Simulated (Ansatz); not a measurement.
# BH₅NSn+ (SMILES N[BH][SnH2+]): one structure at several levels

The task here is to estimate one member of a computed series from the others.

Computed with Ansatz 0.2.0, Gaussian basis. Level: single points in def2-TZVPP.

Cores are frozen in the correlated methods. Filled d shells of the heavier atoms are correlated. Core potentials replace the inner electrons past krypton, and spin-orbit coupling is left out.

### The system as given

SMILES `N[BH][SnH2+]`, 8 atoms, charge 1, spin multiplicity 1.

Atoms are counted from 1 here; the program's logs count them from 0.

Bond lengths: N1–B2 1.276 Å, N1–H4 1.030 Å, N1–H5 1.041 Å, B2–Sn3 2.470 Å, B2–H6 1.160 Å, Sn3–H7 1.526 Å, Sn3–H8 1.740 Å. Angles: B2–N1–H4 139.3°, B2–N1–H5 110.1°, H4–N1–H5 110.5°, N1–B2–Sn3 108.6°, N1–B2–H6 137.3°, Sn3–B2–H6 113.4°, B2–Sn3–H7 139.8°, B2–Sn3–H8 122.3°, H7–Sn3–H8 97.9°.

Coordinates:

```csv
atom,x (Å),y (Å),z (Å)
N1,-0.99560,0.86300,-0.60880
B2,0.19760,0.97030,-0.17090
Sn3,0.92990,-1.23410,0.66820
H4,-1.71300,0.13810,-0.75190
H5,-1.36380,1.79900,-0.87690
H6,0.94440,1.82500,0.06720
H7,1.98790,-1.83930,1.58560
H8,0.13100,-2.71220,0.21570
```

Set-up of the first run:

Contents of run/in.yaml:

```yaml
crystal:
  periodic: [false, false, false]
  atoms:
    - {symbol: N, position_ang: [-0.995600, 0.863000, -0.608800]}
    - {symbol: B, position_ang: [0.197600, 0.970300, -0.170900]}
    - {symbol: Sn, position_ang: [0.929900, -1.234100, 0.668200]}
    - {symbol: H, position_ang: [-1.713000, 0.138100, -0.751900]}
    - {symbol: H, position_ang: [-1.363800, 1.799000, -0.876900]}
    - {symbol: H, position_ang: [0.944400, 1.825000, 0.067200]}
    - {symbol: H, position_ang: [1.987900, -1.839300, 1.585600]}
    - {symbol: H, position_ang: [0.131000, -2.712200, 0.215700]}
basis:
  gaussian: {orbitals: def2-TZVPP}
total_charge: 1
correlation: {method: ccsd_t}
output: {forces: true}
```

The command line of these runs was not kept.

Steps of the session up to this table: CCSD(T)/def2-TZVPP; PBE0-D4/def2-TZVPP; wB97M-V/def2-TZVPP; r2SCAN-D4/def2-TZVPP; PBE-D4/def2-TZVPP; CAM-B3LYP-D4/def2-TZVPP; SPW92/def2-TZVPP.

One of the session's tables, all rows but one given; the rest of the session is left out.

```
      method  RMS force component (eV/Å)  angle to CCSD(T) forces (°)
     CCSD(T)                       2.172                    reference
     PBE0-D4                       2.047                          3.9
     wB97M-V                       2.045                          2.5
   r2SCAN-D4                           ?                            ?
      PBE-D4                       2.060                          5.6
CAM-B3LYP-D4                       1.994                          4.0
       SPW92                       1.905                          9.1
```

Q: Estimate the row for r2SCAN-D4 from the others.

**Answer.** RMS force component (eV/Å): 2.037; angle to CCSD(T) forces (°): 3.2. In the column «RMS force component (eV/Å)» it lies between CAM-B3LYP-D4 (1.994) and wB97M-V (2.045).
